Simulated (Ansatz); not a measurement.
# NbTe (CsCl type): how the settings move a single-point run

Question: which choices in the input matter for NbTe (CsCl type)?

Program: Ansatz 0.2.0. Level of theory: reference: DFT, PBEsol, PAW with Ansatz's default frozen-core files, scalar-relativistic. These are calculated values, not measurements.

1 further run of the same task is left out (it didn't finish). Runs told in other sessions of the task aren't counted.

**1. Starting point**

The structure is cubic, space group Pm-3m (No. 221). Conventional cell: a = 3.292 Å, b = 3.292 Å, c = 3.292 Å, α = 90.00°, β = 90.00°, γ = 90.00°. Nb (site symmetry m-3m) is surrounded by 8 Te at 2.85 Å. Te (site symmetry m-3m) has 8 Nb at 2.85 Å in its first shell of neighbours.

As a file:

```
CELL_PARAMETERS angstrom
3.29207 0.00000 0.00000
0.00000 3.29207 0.00000
0.00000 0.00000 3.29207
ATOMIC_POSITIONS crystal
Nb 0.00000 0.00000 0.00000
Te 0.50000 0.50000 0.50000
```

**2. Reference**

The input, input.yaml:

```yaml
crystal:
  lattice:
    - [3.2920693475, 0.0, 0.0]
    - [0.0, 3.2920693475, 0.0]
    - [0.0, 0.0, 3.2920693475]
  atoms:
    - { symbol: Nb, position: [0.0, 0.0, 0.0] }
    - { symbol: Te, position: [0.5, 0.5, 0.5] }
kpoints:
  mp_grid: { grid: [12, 12, 12] }
scf:
  occupations: { method: fermi_dirac, width: 0.1 }
hamiltonian:
  xc: pbesol
  pseudopotentials: { kind: paw }
output:
  forces: true
  stress: true
  eigenvalues: true
  populations: true
```

Launch:

```console
ansatz run input.yaml --threads 1 --pin off --max-ram 2048MiB --backend cpu --events-out ev --progress --plain --runs-dir out
```

**3. Changed: symmetry.detect false**

Edit input.yaml of step 2 so:

```diff
@@ -8,2 +8,3 @@
     - { symbol: Te, position: [0.5, 0.5, 0.5] }
+  symmetry: { detect: false }
 kpoints:
@@ -20 +21,5 @@
   populations: true
+  write_density: true
+  write_potential: true
+  elf: true
+  volumetric_format: npy
```

Before running it: what results should come out? Wanted: for each run, ending; energy change; pressure; gap; force.

**Answer**, as computed:

| run | ending | energy change | pressure (GPa) | gap (eV) | force (eV/Å) | cycles | time |
| --- | --- | --- | --- | --- | --- | --- | --- |
| reference | converged | 0 | 14.9 | 0.00 | 0.00 | 6 | 1.3 s |
| 1: symmetry.detect false | converged | 0.0 meV/atom | 14.9 | 0.00 | 0.00 | 6 | 19 s |

Times don't compare one to one where runs were asked for different outputs or read a saved state (see the inputs); cycles may leave out searches for a lower state.

Residual by cycle in the longest SCF loop of each run; runs are numbered as in the table. The quantity is the density residual dr2, in eV.

| cycle | reference | run 1 |
| --- | --- | --- |
| 1 | 0.0137 | 0.0137 |
| 2 | 0.00819 | 0.00816 |
| 3 | 2.3e-5 | 2.9e-5 |
| 4 | 1.3e-6 | 2.4e-6 |
| 5 | 2.0e-7 | 1.4e-7 |
| 6 | 3.9e-8 | 6.5e-9 |

What this shows: Energy and cycle count are those of the reference, so the change (use of symmetry) left the result and the number of cycles as they were. The structure is not at rest: the sound run finds 15 GPa, so these are no properties of the relaxed crystal. 
